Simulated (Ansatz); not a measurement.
**C5H8O3Zn: up Jacob's ladder to CCSD(T)**

The task here is to estimate one member of a computed series from the others.

Program: Ansatz 0.2.0, Gaussian basis. Level of theory: functionals in def2-TZVPP, the program's frozen cores in correlated methods. These are calculated values, not measurements.

Plan: LDA (SPW92), PBE-D4, revPBE-D4, BLYP-D4, r2SCAN-D4, B97M-V, PBE0-D4, B3LYP-D4, r2SCANh-D4, r2SCAN0-D4, HSE06-D4, BHLYP-D4, CAM-B3LYP-D4, LC-ωPBE, ωB97X-V, ωB97M-V, B2PLYP, PBE-QIDH; CCSD(T)/def2-SVP; CCSD(T)/def2-TZVPP; MP2/def2-QZVPP; extrapolation to the limit; RPA on PBE.

1 further run of the same task is left out (it didn't finish).

## The geometry

An earlier PBE0-D4 in a triple-zeta def2 set relaxation fixed the geometry.

SMILES `CC1=CC(C)=[O+][Zn-]([OH])[O]1`, 17 atoms, charge 0, spin multiplicity 1.

Atoms are counted from 1 here; the program's logs count them from 0.

Bond lengths: C1–C2 1.497 Å, C1–H10 1.089 Å, C1–H11 1.093 Å, C1–H12 1.093 Å, C2–C3 1.398 Å, C2–O9 1.270 Å, C3–C4 1.398 Å, C3–H13 1.081 Å, C4–C5 1.497 Å, C4–O6 1.270 Å, C5–H14 1.093 Å, C5–H15 1.089 Å, C5–H16 1.093 Å, O6–Zn7 1.939 Å, Zn7–O8 1.797 Å, Zn7–O9 1.926 Å, O8–H17 0.958 Å. Angles: C2–C1–H10 112.7°, C2–C1–H11 109.0°, C2–C1–H12 109.0°, H10–C1–H11 109.6°, H10–C1–H12 109.6°, H11–C1–H12 106.9°, C1–C2–C3 119.3°, C1–C2–O9 115.0°, C3–C2–O9 125.7°, C2–C3–C4 125.7°, C2–C3–H13 117.1°, C4–C3–H13 117.1°, C3–C4–C5 119.2°, C3–C4–O6 125.6°, C5–C4–O6 115.1°, C4–C5–H14 109.0°, C4–C5–H15 112.7°, C4–C5–H16 109.0° and more.

Set-up of the first run:

in.yaml reads:

```yaml
crystal:
  periodic: [false, false, false]
  atoms:
    - {symbol: C, position_ang: [-0.498178, 2.635906, -0.606920]}
    - {symbol: C, position_ang: [-0.495577, 1.196010, -0.197149]}
    - {symbol: C, position_ang: [0.680888, 0.450837, -0.324276]}
    - {symbol: C, position_ang: [0.833933, -0.897071, 0.014978]}
    - {symbol: C, position_ang: [2.164696, -1.554455, -0.182846]}
    - {symbol: O, position_ang: [-0.073174, -1.647710, 0.490538]}
    - {symbol: Zn, position_ang: [-1.883565, -1.047995, 0.843021]}
    - {symbol: O, position_ang: [-3.352160, -1.852400, 1.496247]}
    - {symbol: O, position_ang: [-1.603180, 0.761358, 0.246272]}
    - {symbol: H, position_ang: [0.469685, 2.967862, -0.978379]}
    - {symbol: H, position_ang: [-1.256778, 2.784228, -1.379123]}
    - {symbol: H, position_ang: [-0.791364, 3.248360, 0.249050]}
    - {symbol: H, position_ang: [1.547557, 0.961309, -0.719618]}
    - {symbol: H, position_ang: [2.044052, -2.405937, -0.856884]}
    - {symbol: H, position_ang: [2.912518, -0.874261, -0.586697]}
    - {symbol: H, position_ang: [2.511033, -1.951932, 0.774111]}
    - {symbol: H, position_ang: [-3.210376, -2.774099, 1.717665]}
basis:
  gaussian: {orbitals: def2-TZVPP}
hamiltonian: {xc: lda}
output: {orbitals: {seedname: orbitals}}
```

The run is started by

```console
ansatz run in.yaml --threads 4 --pin off --events-out ev --progress --plain --max-ram 66560MiB --backend cuda --devices 0, --max-vram 37GiB
```

Steps of the session up to this table: LDA; PBE-D4 (GGA); revPBE-D4 (GGA); BLYP-D4 (GGA); r2SCAN-D4 (meta-GGA); B97M-V (meta-GGA); PBE0-D4 (hybrid); B3LYP-D4 (hybrid); r2SCANh-D4 (hybrid); r2SCAN0-D4 (hybrid); HSE06-D4 (hybrid); BHLYP-D4 (hybrid); CAM-B3LYP-D4 (range-separated); LC-ωPBE (range-separated); ωB97X-V (range-separated); ωB97M-V (range-separated); B2PLYP (double hybrid); PBE-QIDH (double hybrid).

One table of the session follows, with a row left open; its other results are not shown here.

It belongs to the step «Orbital energies across the functionals». 

| functional | HOMO (eV) | LUMO (eV) | gap (eV) |
| --- | --- | --- | --- |
| LDA (SPW92) | -6.10 | -2.76 | 3.33 |
| PBE-D4 | -5.86 | -2.51 | 3.35 |
| revPBE-D4 | -5.78 | -2.41 | 3.37 |
| BLYP-D4 | -5.75 | -2.37 | 3.38 |
| r2SCAN-D4 | -6.12 | -2.35 | 3.77 |
| B97M-V | -6.16 | -2.25 | 3.91 |
| PBE0-D4 | -7.13 | -1.62 | 5.50 |
| B3LYP-D4 | -6.93 | -1.83 | 5.09 |
| r2SCANh-D4 | -6.62 | -2.03 | 4.59 |
| r2SCAN0-D4 | -7.30 | -1.53 | 5.77 |
| HSE06-D4 | -6.73 | -2.00 | 4.73 |
| BHLYP-D4 | -8.14 | -0.57 | 7.57 |
| CAM-B3LYP-D4 | -8.41 | -0.54 | 7.87 |
| LC-ωPBE | -9.66 | 0.53 | 10.19 |
| ωB97X-V | ? | ? | ? |
| ωB97M-V | -9.26 | 0.46 | 9.72 |

Q: Estimate the row for ωB97X-V from the others.

**Answer.** HOMO (eV): -9.34; LUMO (eV): 0.52; gap (eV): 9.86. In the column «HOMO (eV)» it lies between LC-ωPBE (-9.66) and ωB97M-V (-9.26).
